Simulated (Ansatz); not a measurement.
Wanted: the native input for an Ansatz 0.2.0 run.

```yaml
Task: band structure
Functional: PBEsol
Potentials_or_basis: Ansatz PAW
Cutoff: "420 eV (not typed: the program's choice for these potentials)"
k_mesh: 10 × 10 × 1
Occupations: fermi-dirac, width 0.05 eV
Spin: no spin polarisation
Boundary_along_the_surface_normal: dipole_correction
Path: "[[\"G\", \"M\", \"K\", \"G\"]]"
Points_for_each_segment_of_the_path: 14
Miller: "[0, 0, 1]"
Bulk_formula: Ag
```

Slab: Ag, a slab with vacuum.

```xyz
6
Lattice="2.9300 0.0000 0.0000 -1.4650 2.5375 0.0000 0.0000 0.0000 26.9750" Properties=species:S:1:pos:R:3 pbc="T T T"
Ag    1.4650    0.8458    7.5000
Ag    0.0000    1.6916    9.8950
Ag    1.4650    0.8458   12.2900
Ag    0.0000    1.6916   14.6850
Ag    1.4650    0.8458   17.0800
Ag    0.0000    1.6916   19.4750
```

The slab is cut from a database's or a generator's crystal, which needn't be the stable form of the element.

The cell isn't the ideal one: the (0 0 1) slab of Ag, cut from the database cell, not relaxed.

One way to write it, as run:

input.yaml

```yaml
crystal:
  lattice:
    - [2.9299980804, 0.0, 0.0]
    - [-1.4649990402, 2.5374527707, 0.0]
    - [0.0, 0.0, 26.975]
  atoms:
    - { symbol: Ag, position: [0.6666666667, 0.3333333334, 0.2780352178] }
    - { symbol: Ag, position: [0.3333333333, 0.6666666666, 0.3668211307] }
    - { symbol: Ag, position: [0.6666666667, 0.3333333334, 0.4556070436] }
    - { symbol: Ag, position: [0.3333333333, 0.6666666666, 0.5443929564] }
    - { symbol: Ag, position: [0.6666666667, 0.3333333334, 0.6331788693] }
    - { symbol: Ag, position: [0.3333333333, 0.6666666666, 0.7219647822] }
hamiltonian:
  xc: pbesol
  pseudopotentials: { kind: paw }
kpoints:
  mp_grid: { grid: [10, 10, 1] }
  band_path:
    path:
      - [0.0, 0.0, 0.0]
      - [0.5, 0.0, 0.0]
      - [0.3333333333, 0.3333333333, 0.0]
      - [0.0, 0.0, 0.0]
    npoints: 14
scf:
  occupations: { method: fermi_dirac, width: 0.05 }
  n_extra_bands: 15
output:
  forces: true
  eigenvalues: true
  fatbands: true
efield:
  axis: 3
  dipole_correction: true
  ramp_width: 0.04
```

Potentials or basis: Ansatz PAW.

Command:

```console
$ ansatz run input.yaml --threads 4 --pin off --max-ram 11264MiB --backend cpu --events-out ev --progress --plain --runs-dir out
```

Results of the run:

```json
{
 "Largest force": "0.304 eV/Å",
 "Band gap on the k mesh": "none (metal or under the smearing width)",
 "Work function of the upper face": "4.62 eV",
 "Work function of the lower face": "4.62 eV",
 "Dipole across the slab": "0.000 e·Å"
}
```

Caveat: the PAW data sets come from PBE, with cores solved anew for the run's functional, which leaves a small shift of forces and pressure.

Run time: 26 s on 4 threads of Arm Neoverse V1 (shared host), peak memory 0.79 GiB.
